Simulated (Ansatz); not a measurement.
**GdP (Fm-3m): scan of the energy under strain in Python**

What does a strain cost in GdP (Fm-3m)? Aim: a scan of the energy under strain, for GdP (Fm-3m), run from a script.

Computed with Ansatz 0.2.0, driven from Python. Level of theory: DFT PBEsol, plane waves, PAW.

### 1 Starting point

Symmetry: Fm-3m, No. 225, cubic system. The conventional cell has a = 5.740 Å, b = 5.740 Å, c = 5.740 Å, α = 90.00°, β = 90.00°, γ = 90.00°. Gd (site symmetry m-3m) has 6 P at 2.87 Å as nearest neighbours. P (site symmetry m-3m) has 6 Gd at 2.87 Å as nearest neighbours.

The script holds or builds the structure itself.

### 2 The code

Contents of run_strain.py:

```python
'''Energy of GdP under tetragonal strain, ions carried with the cell.'''

import warnings

import ansatz as az
import numpy as np
from tabulate import tabulate

VECTORS = np.array([
    [0.0, 2.869938, 2.869938],
    [2.869938, 0.0, 2.869938],
    [2.869938, 2.869938, 0.0],
])
SITES = [
    ('Gd', (0.0, 0.0, 0.0), 4.9),
    ('P', (0.5, 0.5, 0.5), 0.0),
]


def crystal_on(cell):
    crystal = az.Crystal(lattice=az.Lattice.of(cell))
    for symbol, position, moment in SITES:
        crystal = crystal.atom(symbol, position, moment=moment or None)
    return crystal

warnings.simplefilter('ignore', az.DeckWarning)

# clamped ions: the fractional positions stay as typed
values = np.linspace(-0.03, 0.03, 5)
energies = []
for d in values:
    strain = np.diag([d, d, (1 + d) ** -2 - 1])
    cell = VECTORS @ (np.eye(3) + strain)
    calculation = crystal_on(cell).calculation()
    calculation = calculation.functional('PBEsol')
    calculation = calculation.basis(510).occupations(az.OccupationsMethod.FERMI_DIRAC, width=0.15)
    calculation = calculation.spin(az.SpinTreatment.COLLINEAR).kpoints(10, 10, 10)
    calculation = calculation.stress()
    data = calculation.run().report
    energies.append(data['free_energy_ev'] / len(SITES))
    s = data['stress_gpa']
    print(f'd = {d:+.4f}  stress xx yy zz xy (GPa, compression positive): {s[0][0]:8.3f} {s[1][1]:8.3f} {s[2][2]:8.3f} {s[0][1]:8.3f}')
energies = np.array(energies)

print(tabulate(zip(values, 1000 * (energies - energies.min())), headers=['strain', 'dE (meV/atom)'], floatfmt='.3f'))
curvature = 2 * np.polyfit(values, energies, 3)[1]
volume = abs(np.linalg.det(VECTORS)) / len(SITES)
print(f'd2E/dd2 over the volume: {curvature / volume * 160.21766:.1f} GPa')
```

### 3 What the engine is handed

The package turns the script's settings into the engine's input (first run):

```yaml
crystal:
  lattice:
    - [0.0, 2.7838398599999996, 3.0502051227548095]
    - [2.7838398599999996, 0.0, 3.0502051227548095]
    - [2.7838398599999996, 2.7838398599999996, 0.0]
  atoms:
    - { symbol: Gd, position: [0.0, 0.0, 0.0], spin: 4.9 }
    - { symbol: P, position: [0.5, 0.5, 0.5] }
basis:
  ecutwfc: 510.0
kpoints:
  mp_grid:
    grid: [10, 10, 10]
hamiltonian:
  xc: pbesol
magnetization:
  spin_polarized: true
scf:
  occupations:
    method: fermi_dirac
    width: 0.15
output:
  stress: true
```

### 4 The run

Started as:

```console
python run_strain.py
```

**Question.** How much energy does this tetragonal strain cost, and what curvature follows?

As calculated:

```
                  quantity           value
curvature under the strain       920.4 GPa
             runs compared               5
           range of energy  65.77 meV/atom
      lowest point, strain           0.000
```

What this shows: Against the unstrained cell the energy per atom changes by +56.29 meV at one end of the scan and +65.77 meV at the other, and its second derivative over the volume is 920.4 GPa. What to keep in mind:
- Open f shells: without a Hubbard U, without spin-orbit coupling; the state reached hangs on the start and needn't be the lowest.
- A Fermi-Dirac width this large means warm electrons, whose thermal share enters the free energy.
- The curvature belongs to this strain pattern and to the cell's stress; it equals a single elastic constant only for simple patterns.
- In a metal a curvature from energy changes of a few meV or less hangs on mesh and smearing, in size and even in sign.
- The structure comes from a database of computed cells and needn't be a stable or known phase.
- The ions keep their fractional positions (clamped ions).
